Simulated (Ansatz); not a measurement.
# MnO+ (singlet): wave-function methods side by side, def2-SVP

One table from this session's results is given with a row withheld; the runs are named, their logs left out.

The runs use Ansatz 0.2.0, Gaussian basis; def2-SVP, core rule «outside noble gas», up to 10 orbitals frozen.

To be run: UHF; CCSD(T) on RHF; CCSD(T) on UHF; CISD; CCSDT(Q) on RHF.

15 further runs of the same task are left out: 7 for a known fault of the program, 4 that didn't finish, 4 set aside as unsound or not needed.

**What is computed**

The geometry is a PBE0/def2-TZVP stationary point (not a proven minimum).

2 atoms, charge 1, spin multiplicity 1.

Atoms are counted from 1 here; the program's logs count them from 0.

Bond lengths: Mn1–O2 1.478 Å.

Set-up of the first run:

File in.yaml:

```yaml
crystal:
  periodic: [false, false, false]
  atoms:
    - {symbol: Mn, position_ang: [0.000000, 0.000000, 0.000000]}
    - {symbol: O, position_ang: [0.000000, 0.000000, 1.477800]}
basis:
  gaussian: {orbitals: def2-SVP}
total_charge: 1
magnetization: {spin_polarized: true, initial_magnetization: 0}
hamiltonian: {xc: hf}
output: {orbitals: {seedname: orbitals}}
```

On the command line:

```sh
> ansatz run in.yaml --threads 1 --pin off --events-out ev --progress --plain --max-ram 2393MiB
```

Steps of the session up to this table: UHF; CCSD(T) on RHF; CCSD(T) on UHF; CISD; CCSDT(Q) on RHF.

One table of the session follows, with a row left open; its other results are not shown here.

| method | from RCCSDT(Q) (meV) |
| --- | --- |
| UHF | +9410.1 |
| RMP2 | ? |
| UMP2 | +1999.7 |
| RCCSD | +1601.9 |
| UCCSD | -455.1 |
| RCCSD(T) | +385.3 |
| UCCSD(T) | -1371.8 |
| RCCSDT | +244.5 |
| RCCSDT(Q) | 0 |

Q: Estimate the row for RMP2 from the others.

The run gave: from RCCSDT(Q) (meV): +510.3. In the column «from RCCSDT(Q) (meV)» it lies between RCCSD(T) (+385.3) and RCCSD (+1601.9).

Not comparable, so not listed: CISD (they don't share determinant, frozen orbitals or solution with the rows shown, or repeat one).

Left out of the table: RHF (another determinant or state than the rows shown).

Limits of these values: The determinant is far from a pure spin state, so its energy mixes those of several spin states (harmless only where they are near-degenerate, as at dissociation). The program flags UCCSD(T) as in doubt, so those rows may rest on another solution; read them beside their warnings. Warnings: restricted reference is unstable; spin contamination; coupled cluster took another determinant than the lowest; large T1 diagnostic. Restricted and unrestricted rows rest on different reference determinants; where their highest levels disagree by more than a few hundredths of an eV, they describe different states and don't form one ladder.
